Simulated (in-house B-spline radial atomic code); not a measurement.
# Excitations of Tm³⁹⁺ as exact exchange is dialled in

Aim: follow the lowest excitations, the threshold and the polarisability of Tm³⁹⁺ as the share of exact exchange in a PBE hybrid goes from none to all.

The numbers are computed with in-house B-spline radial atomic code version 1 (linear response of a closed shell, each method with its own adiabatic kernel; spin-free one-electron X2C, finite nucleus; B-spline basis; no spin-orbit coupling, no double excitations; only terms of natural parity, (−1)^L, with L up to 3 are computed), except any that are marked as measured or tabulated.

### Step 1. The system

* element: thulium (Z = 69)
* charge: +39
* configuration: [Ar] 3d10 4s2
* runs: 0 % exact exchange; 10 % exact exchange; 20 % exact exchange; 30 % exact exchange; 40 % exact exchange; 50 % exact exchange; 60 % exact exchange; 70 % exact exchange; 80 % exact exchange; 90 % exact exchange; 100 % exact exchange

Outer shells as boxes (Hund's rule):

Tm³⁹⁺
```
[Ar] core
3d [↑↓][↑↓][↑↓][↑↓][↑↓]
4s [↑↓]
```

Rows of excitations, here in order of energy, give L, multiplicity, 0 for full response or 1 for Tamm-Dancoff, hole, particle, weight of that channel, energy (hartree) and multipole strength; threshold is minus the highest occupied level of the method. polarisability lists the dipole (1), quadrupole (2) and octupole (3) values; f_sum adds the dipole strengths of the shells that respond, at most the outer three principal shells; real and imaginary give α at real and imaginary frequencies.

### Step 2. 0 % exact exchange

Input settings:

```ini
Z = 69
electrons = 30.0
configuration = [Ar] 3d10 4s2
hamiltonian = x2c
method = pbeh
box_radius = 3.26
exact_exchange_fraction = 0.0
rms_radius = 5.2256
intervals = 64
```

Started as:

```sh
> python run_td.py task.json out
```

task.json lists these runs, among others, and the program works through them in turn.

From the run's result record (rounded, not every field):

```text
status: converged
c6 [hartree bohr^6]: 0.009187487
f_sum: 28.115
imaginary [hartree, bohr^3]:
  u: [0.0, 7.59, 17.7, 30.4, 50.6, 75.9, 114.0, 177.0, 253.0, 379.0, 632.0, 1260.0]
  alpha: [0.043221, 0.0169817, 0.00670497, 0.00409964, 0.00266721, 0.00178117, 0.00107949, 0.000566609, 0.000316738, 0.000157402, 6.22494e-05, 1.68477e-05]
real [hartree, bohr^3]: {"omega": [0.544, 1.36, 2.18, 2.99, 3.81, 4.36, 4.9], "alpha": [0.0436212, 0.045862, 0.050798, 0.0603569, 0.0813007, 0.114169, 0.212473]}
excitations:
  - [1, 3, 0, "4s", "4p", 1.0, 4.63193, 0.0]
  - [1, 3, 1, "4s", "4p", 1.0, 4.63806, 0.0]
  - [1, 1, 0, "4s", "4p", 0.999, 5.44377, 1.1748]
  - [1, 1, 1, "4s", "4p", 1.0, 5.49902, 1.3622]
  - [2, 3, 0, "4s", "4d", 1.0, 10.7019, 0.0]
  - [2, 3, 1, "4s", "4d", 1.0, 10.7052, 0.0]
  - [2, 1, 0, "4s", "4d", 1.0, 11.0797, 0.40086]
  - [2, 1, 1, "4s", "4d", 1.0, 11.0829, 0.40767]
  - [3, 3, 0, "4s", "4f", 1.0, 16.4529, 0.0]
  - [3, 3, 1, "4s", "4f", 1.0, 16.4554, 0.0]
  - [3, 1, 0, "4s", "4f", 1.0, 16.6439, 0.095695]
  - [3, 1, 1, "4s", "4f", 1.0, 16.6441, 0.095399]
  - [0, 3, 0, "4s", "5s", 1.0, 28.2299, 0.0]
  - [0, 3, 1, "4s", "5s", 1.0, 28.23, 0.0]
  - [0, 1, 0, "4s", "5s", 1.0, 28.4331, 0.0]
  - [0, 1, 1, "4s", "5s", 1.0, 28.4373, 0.0]
  - [1, 3, 0, "4s", "5p", 1.0, 30.5354, 0.0]
  - [1, 3, 1, "4s", "5p", 1.0, 30.5356, 0.0]
  - [1, 1, 0, "4s", "5p", 1.0, 30.6167, 0.39589]
  - [1, 1, 1, "4s", "5p", 1.0, 30.6189, 0.37633]
  - [2, 3, 0, "4s", "5d", 1.0, 33.413, 0.0]
  - [2, 3, 1, "4s", "5d", 1.0, 33.4132, 0.0]
  - [2, 1, 0, "4s", "5d", 1.0, 33.4536, 0.30175]
  - [2, 1, 1, "4s", "5d", 1.0, 33.4539, 0.29998]
  - [3, 3, 0, "4s", "5f", 1.0, 35.9746, 0.0]
  - [3, 3, 1, "4s", "5f", 1.0, 35.9748, 0.0]
  - [3, 1, 0, "4s", "5f", 1.0, 35.998, 0.24367]
  - [3, 1, 1, "4s", "5f", 1.0, 35.9981, 0.24325]
  - [0, 3, 0, "4s", "6s", 1.0, 42.1808, 0.0]
  - [0, 3, 1, "4s", "6s", 1.0, 42.1808, 0.0]
  - "... 66 more rows left out ..."
polarisability [au]: {"1": 0.04322099, "2": 0.003801382, "3": 0.0005702522}
threshold [hartree]: 68.87424
highest [hartree]: ["4s", -68.87424]
lowest_empty [hartree]: -64.00767
responding_from_n: 2
orbital_gaps [hartree]: {"4s-5s": 28.29551, "4s-4p": 4.86657, "4s-4d": 10.94547, "4s-4f": 16.68871}
```

Wall time 0.8 s (1 thread of Intel Xeon 6975P-C (Granite Rapids), shared host); peak memory 0.15 GiB.

The first dipole-allowed state is 4s→4p ¹P, 148.13 eV (f = 1.17). Without spin-orbit coupling the levels of so heavy an atom are a model. α = 0.04322 bohr³.

The states in eV; those that feel the box are left out:

```csv
state,weight,full (eV),Tamm-Dancoff (eV),f
4s→4p ³P,1.00,126.04,126.21,-
4s→4p ¹P,1.00,148.13,149.64,1.17
4s→4d ³D,1.00,291.21,291.30,-
4s→4d ¹D,1.00,301.49,301.58,-
4s→4f ³F,1.00,447.70,447.77,-
4s→4f ¹F,1.00,452.90,452.91,-
4s→5s ³S,1.00,768.17,768.18,-
4s→5s ¹S,1.00,773.70,773.82,-
4s→5p ³P,1.00,830.91,830.92,-
4s→5p ¹P,1.00,833.12,833.18,0.396
4s→5d ³D,1.00,909.21,909.22,-
4s→5d ¹D,1.00,910.32,910.33,-
4s→5f ³F,1.00,978.92,978.92,-
4s→5f ¹F,1.00,979.56,979.56,-
```

### Step 3. 10 % exact exchange

Settings: those of step 2 with these lines changed.

```diff
@@ -6,3 +6,3 @@
 box_radius = 3.26
-exact_exchange_fraction = 0.0
+exact_exchange_fraction = 0.1
 rms_radius = 5.2256
```

Result record:

```text
status: converged
c6 [hartree bohr^6]: 0.009267256
f_sum: 28.115
excitations:
  - [1, 3, 0, "4s", "4p", 1.0, 4.61258, 0.0]
  - [1, 3, 1, "4s", "4p", 1.0, 4.61988, 0.0]
  - [1, 1, 0, "4s", "4p", 0.999, 5.42784, 1.1763]
  - [1, 1, 1, "4s", "4p", 1.0, 5.48078, 1.3585]
  - [2, 3, 0, "4s", "4d", 1.0, 10.7123, 0.0]
  - [2, 3, 1, "4s", "4d", 1.0, 10.7154, 0.0]
  - [2, 1, 0, "4s", "4d", 1.0, 11.0899, 0.40152]
  - [2, 1, 1, "4s", "4d", 1.0, 11.0931, 0.40853]
  - "... 88 more rows left out ..."
polarisability [au]: {"1": 0.04350148, "2": 0.003800143, "3": 0.000570173}
threshold [hartree]: 68.94186
highest [hartree]: ["4s", -68.94186]
lowest_empty [hartree]: -63.91291
orbital_gaps [hartree]: {"4s-5s": 28.42843, "4s-4p": 5.028949, "4s-4d": 11.13588, "4s-4f": 16.88657}
```

Run time: 1.1 s. Hardware: 1 thread of Intel Xeon 6975P-C (Granite Rapids), shared host; peak memory 0.15 GiB.

Lowest ¹P state: 4s→4p ¹P at 147.70 eV, oscillator strength 1.18. Without spin-orbit coupling the levels of so heavy an atom are a model. α = 0.04350 bohr³.

### Step 4. 20 % exact exchange

Settings: those of step 3 with these lines changed.

```diff
@@ -6,3 +6,3 @@
 box_radius = 3.26
-exact_exchange_fraction = 0.1
+exact_exchange_fraction = 0.2
 rms_radius = 5.2256
```

Result record:

```text
status: converged
c6 [hartree bohr^6]: 0.009348324
f_sum: 28.1151
excitations:
  - [1, 3, 0, "4s", "4p", 1.0, 4.59313, 0.0]
  - [1, 3, 1, "4s", "4p", 1.0, 4.60172, 0.0]
  - [1, 1, 0, "4s", "4p", 0.999, 5.41184, 1.1778]
  - [1, 1, 1, "4s", "4p", 1.0, 5.46255, 1.3548]
  - [2, 3, 0, "4s", "4d", 1.0, 10.7227, 0.0]
  - [2, 3, 1, "4s", "4d", 1.0, 10.7257, 0.0]
  - [2, 1, 0, "4s", "4d", 1.0, 11.1, 0.40218]
  - [2, 1, 1, "4s", "4d", 1.0, 11.1034, 0.4094]
  - "... 88 more rows left out ..."
polarisability [au]: {"1": 0.04378565, "2": 0.0037989, "3": 0.000570095}
threshold [hartree]: 69.00941
highest [hartree]: ["4s", -69.00941]
lowest_empty [hartree]: -63.8183
orbital_gaps [hartree]: {"4s-5s": 28.56114, "4s-4p": 5.191106, "4s-4d": 11.32604, "4s-4f": 17.08423}
```

Run time: 1.4 s. Hardware: 1 thread of Intel Xeon 6975P-C (Granite Rapids), shared host; peak memory 0.15 GiB.

Lowest ¹P state: 4s→4p ¹P at 147.26 eV, oscillator strength 1.18. Without spin-orbit coupling the levels of so heavy an atom are a model. α = 0.04379 bohr³.

### Step 5. 30 % exact exchange

Settings: those of step 4 with these lines changed.

```diff
@@ -6,3 +6,3 @@
 box_radius = 3.26
-exact_exchange_fraction = 0.2
+exact_exchange_fraction = 0.3
 rms_radius = 5.2256
```

Result record:

```text
status: converged
c6 [hartree bohr^6]: 0.009430721
f_sum: 28.1152
excitations:
  - [1, 3, 0, "4s", "4p", 1.0, 4.57356, 0.0]
  - [1, 3, 1, "4s", "4p", 1.0, 4.58359, 0.0]
  - [1, 1, 0, "4s", "4p", 0.999, 5.39576, 1.1793]
  - [1, 1, 1, "4s", "4p", 1.0, 5.44435, 1.3511]
  - [2, 3, 0, "4s", "4d", 1.0, 10.7331, 0.0]
  - [2, 3, 1, "4s", "4d", 1.0, 10.7361, 0.0]
  - [2, 1, 0, "4s", "4d", 1.0, 11.1102, 0.40284]
  - [2, 1, 1, "4s", "4d", 1.0, 11.1137, 0.41027]
  - [3, 3, 0, "4s", "4f", 1.0, 16.4843, 0.0]
  - [3, 3, 1, "4s", "4f", 1.0, 16.4864, 0.0]
  - [3, 1, 0, "4s", "4f", 1.0, 16.6747, 0.095887]
  - [3, 1, 1, "4s", "4f", 1.0, 16.6749, 0.09583]
  - "... 84 more rows left out ..."
polarisability [au]: {"1": 0.04407357, "2": 0.003797653, "3": 0.0005700182}
threshold [hartree]: 69.0769
highest [hartree]: ["4s", -69.0769]
lowest_empty [hartree]: -63.72386
orbital_gaps [hartree]: {"4s-5s": 28.69363, "4s-4p": 5.353042, "4s-4d": 11.51594, "4s-4f": 17.28168}
```

Run time: 1.5 s. Hardware: 1 thread of Intel Xeon 6975P-C (Granite Rapids), shared host; peak memory 0.15 GiB.

Lowest ¹P state: 4s→4p ¹P at 146.83 eV, oscillator strength 1.18. Without spin-orbit coupling the levels of so heavy an atom are a model. α = 0.04407 bohr³.

### Step 6. 40 % exact exchange

Settings: those of step 5 with these lines changed.

```diff
@@ -6,3 +6,3 @@
 box_radius = 3.26
-exact_exchange_fraction = 0.3
+exact_exchange_fraction = 0.4
 rms_radius = 5.2256
```

Result record:

```text
status: converged
c6 [hartree bohr^6]: 0.009514476
f_sum: 28.1152
excitations:
  - [1, 3, 0, "4s", "4p", 1.0, 4.55388, 0.0]
  - [1, 3, 1, "4s", "4p", 1.0, 4.56547, 0.0]
  - [1, 1, 0, "4s", "4p", 0.999, 5.37961, 1.1808]
  - [1, 1, 1, "4s", "4p", 1.0, 5.42617, 1.3474]
  - [2, 3, 0, "4s", "4d", 1.0, 10.7436, 0.0]
  - [2, 3, 1, "4s", "4d", 1.0, 10.7464, 0.0]
  - [2, 1, 0, "4s", "4d", 1.0, 11.1204, 0.40351]
  - [2, 1, 1, "4s", "4d", 1.0, 11.124, 0.41114]
  - "... 88 more rows left out ..."
polarisability [au]: {"1": 0.04436532, "2": 0.003796403, "3": 0.0005699426}
threshold [hartree]: 69.14434
highest [hartree]: ["4s", -69.14434]
lowest_empty [hartree]: -63.62958
orbital_gaps [hartree]: {"4s-5s": 28.82589, "4s-4p": 5.514757, "4s-4d": 11.70559, "4s-4f": 17.47893}
```

It took 1.4 s on 1 thread of Intel Xeon 6975P-C (Granite Rapids), shared host; peak memory 0.15 GiB.

Lowest ¹P state: 4s→4p ¹P at 146.39 eV, oscillator strength 1.18. Without spin-orbit coupling the levels of so heavy an atom are a model. α = 0.04437 bohr³.

[end of part 1 of 2]
